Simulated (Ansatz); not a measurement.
LuVO4:

```
Lu V O
1.0
    -2.46924    2.46924    5.43919
     2.46924   -2.46924    5.43919
     2.46924    2.46924   -5.43919
Lu V O
2 2 8
Cartesian
  2.4692 0.0000 2.7196
  0.0000 0.0000 5.4392
  0.0000 2.4692 2.7196
  0.0000 0.0000 0.0000
  1.2772 3.2257 1.8293
  1.7128 -1.1921 4.5489
  0.7565 3.6613 -0.8903
  1.1921 -0.7565 7.2685
  1.2772 0.7565 0.8903
  1.7128 1.2772 -1.8293
  0.7565 1.1921 3.6099
  1.1921 1.7128 6.3295
```

Measurements of this composition are mostly on another form, of space group No. 141.

| Property | Result |
| --- | --- |
| Program | Ansatz 0.2.0 |
| Task | relaxation of cell and atoms |
| Functional | PBEsol |
| Potentials or basis | Ansatz PAW |
| Cutoff | 420 eV (not typed: the program's choice for these potentials) |
| k mesh | 8 × 8 × 8 |
| Occupations | fermi-dirac, width 0.05 eV |
| Spin | collinear spin, ferromagnetic start |
| Starting moments | [0.0, 0.0, 2.0, 2.0, 0.0, 0.0, 0.0, 0.0, 0.0, 0.0, 0.0, 0.0] μB |

At the start: volume 11.05 Å³/atom.

Q: How do energy, volume and symmetry change on relaxing?

A: It ends after 9 steps and the volume is 11.18 Å³/atom (+1.2 %); space group I4_1/a (No. 88, to 0.05 Å); moment 0.00 μB per cell.

Step by step:
```csv
step,energy change (eV),largest force (eV/Å),volume (Å³)
1,0.0000,0.3542,132.65
2,-0.0100,0.0674,134.65
3,-0.0153,0.0191,134.25
4,-0.0159,0.0119,134.15
5,-0.0160,0.0123,134.15
6,-0.0161,0.0014,134.14
7,-0.0240,0.0017,134.14
8,-0.0237,0.0004,134.22
9,-0.0240,0.0004,134.22
```

Final structure:
```
Lu V O
1.0
    -2.47684    2.47684    5.46965
     2.47684   -2.47684    5.46965
     2.47684    2.47684   -5.46965
Lu V O
2 2 8
Direct
  0.25000 0.75000 0.50000
  0.50000 0.50000 0.00000
  0.75000 0.25000 0.50000
  0.00000 0.00000 0.00000
  0.81900 0.42513 0.90749
  0.17513 0.76764 0.10613
  0.66151 0.06900 0.89387
  0.51764 0.91151 0.09251
  0.23236 0.33849 0.40749
  0.08849 0.18100 0.60613
  0.57487 0.48236 0.39387
  0.93100 0.82487 0.59251
```

Caveat: the plane-wave basis is chosen anew once the cell has moved, so the energies of steps on either side of that aren't comparable; the pressure holds a Pulay correction of +0.8 GPa for the finite cutoff; the PAW data sets come from PBE, with cores solved anew for the run's functional, which leaves a small shift of forces and pressure; the starting moments weren't kept.
